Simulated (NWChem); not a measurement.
# AlCl (aluminium monochloride): r2SCAN/6-311+G(d,p)

What is the electronic atomisation energy of AlCl (aluminium monochloride) at r2SCAN/6-311+G**? 

The results are computed with NWChem 7.3.0.

2 further runs of the same task are left out: 1 that didn't finish, 1 set aside as unsound or not needed.

## 1. Starting point

The species is AlCl (2 atoms), meant as a singlet with charge 0. SMILES: `[Al][Cl]`. The bond length is the measured one.

Bond lengths: Al1–Cl2 2.130 Å.

## 2. A single-point energy at r2SCAN/6-311+G(d,p)

The input, mol.nw:

```
start mol
memory total 2200 mb
geometry units angstroms noautosym nocenter noautoz
  Al       0.000000       0.000000       0.000000
  Cl       0.000000       0.000000       2.130113
end
basis spherical bse
  * library 6-311+G**
end
dft
  xc r2scan
  grid xfine
  convergence energy 1e-08
  maxiter 100
  mulliken
  print low
end
task dft energy
```

Started as:

```
$ nwchem mol.nw > mol.out
```

Log:

```text
[...]
 d= 0,ls=0.0,diis     1   -702.5990052203 -7.58D+02  1.69D-02  8.13D-01     0.6
[...]
 d= 0,ls=0.0,diis     8   -702.6318102609 -2.39D-09  4.17D-06  4.63D-08     4.6
         Total DFT energy =     -702.631810260865
      One electron energy =    -1082.096709477368
           Coulomb energy =      371.380773877026
    Exchange-Corr. energy =      -46.818207085579
 Nuclear repulsion energy =       54.902332425056
[...]
      Total Density - Mulliken Population Analysis
     ---------------------------------------------
    Atom       Charge   Shell Charges
 -----------   ------   -------------------------------------------------------
    1 Al  13    12.89   0.79  1.18  0.99  1.00  1.06  1.04  2.12  3.79  0.34  0.37  0.14  0.12 -0.13  0.09
    2 Cl  17    17.11   0.78  1.19  0.90  1.08  1.00  1.05  7.41 -1.51  1.07  3.03  1.46 -0.18 -0.18  0.01
[...]
```

It took 5.7 s on 1 thread of Intel Xeon 6975P-C (Granite Rapids), shared host; peak memory 0.11 GiB.

## 3. The Al atom, same level

The input, run.nw:

```
start run
title "Al energy"
memory 2200 mb

geometry noautosym nocenter noautoz
   Al    0.000000    0.000000    0.000000
end

basis spherical bse
   * library 6-311+G**
end

dft
   xc r2scan
   mult 2
   grid xfine
   convergence energy 1e-08
   maxiter 100
   mulliken
   print low
end

task dft energy
```

Started as:

```
$ nwchem run.nw > run.out
```

Log:

```text
[...]
 d= 0,ls=0.0,diis     1   -242.3063088427 -2.42D+02  3.80D-02  7.07D-02     0.4
[...]
 d= 0,ls=0.0,diis     8   -242.3284647619 -5.31D-10  3.54D-06  1.16D-11     2.9
[...]
         Total DFT energy =     -242.328464761895
      One electron energy =     -336.729134890030
           Coulomb energy =      112.935107286555
    Exchange-Corr. energy =      -18.534437158419
 Nuclear repulsion energy =        0.000000000000
[...]
      Total Density - Mulliken Population Analysis
     ---------------------------------------------
    Atom       Charge   Shell Charges
 -----------   ------   -------------------------------------------------------
    1 Al  13    13.00   0.79  1.18  0.99  1.00  1.11  0.94  2.12  3.79  0.28  0.54 -0.01  0.01  0.27  0.00
     --------------------------------------------
      Spin Density - Mulliken Population Analysis
     --------------------------------------------
    Atom       Charge   Shell Charges
 -----------   ------   -------------------------------------------------------
    1 Al  13     1.00  -0.00  0.00  0.00 -0.00 -0.01  0.01  0.01 -0.01  0.17  0.55  0.00  0.02  0.26 -0.00
[...]
      <S2> =      0.7550 (Exact =     0.7500)
[...]
```

It took 3.9 s on 1 thread of Intel Xeon 6975P-C (Granite Rapids), shared host; peak memory 0.11 GiB.

## 4. The Cl atom

The input, job.nw:

```
START job
TITLE "Cl r2SCAN"
memory stack 880 mb heap 220 mb global 1100 mb

GEOMETRY units au noautosym nocenter noautoz
   Cl  0.00000000  0.00000000  0.00000000
END

BASIS spherical bse
   * library 6-311+G**
END

DFT
   xc r2scan
   mult 2
   grid xfine
   convergence energy 1e-08
   maxiter 100
   mulliken
   noprint "final vectors analysis"
END

TASK dft energy
```

Run the same way, it converges to -460.11421 Eh (log not shown).

## 5. Summary of results

At r2SCAN/6-311+G**:

```
                     quantity          value
       molecule: total energy  -702.63181 Eh
        Al atom: total energy  -242.32846 Eh
                Al atom: ⟨S²⟩          0.755
        Cl atom: total energy  -460.11421 Eh
                Cl atom: ⟨S²⟩          0.753
electronic atomisation energy       5.147 eV
```

Taking the molecule apart into free atoms costs 5.15 eV (497 kJ/mol), before zero-point energy and without spin-orbit coupling.
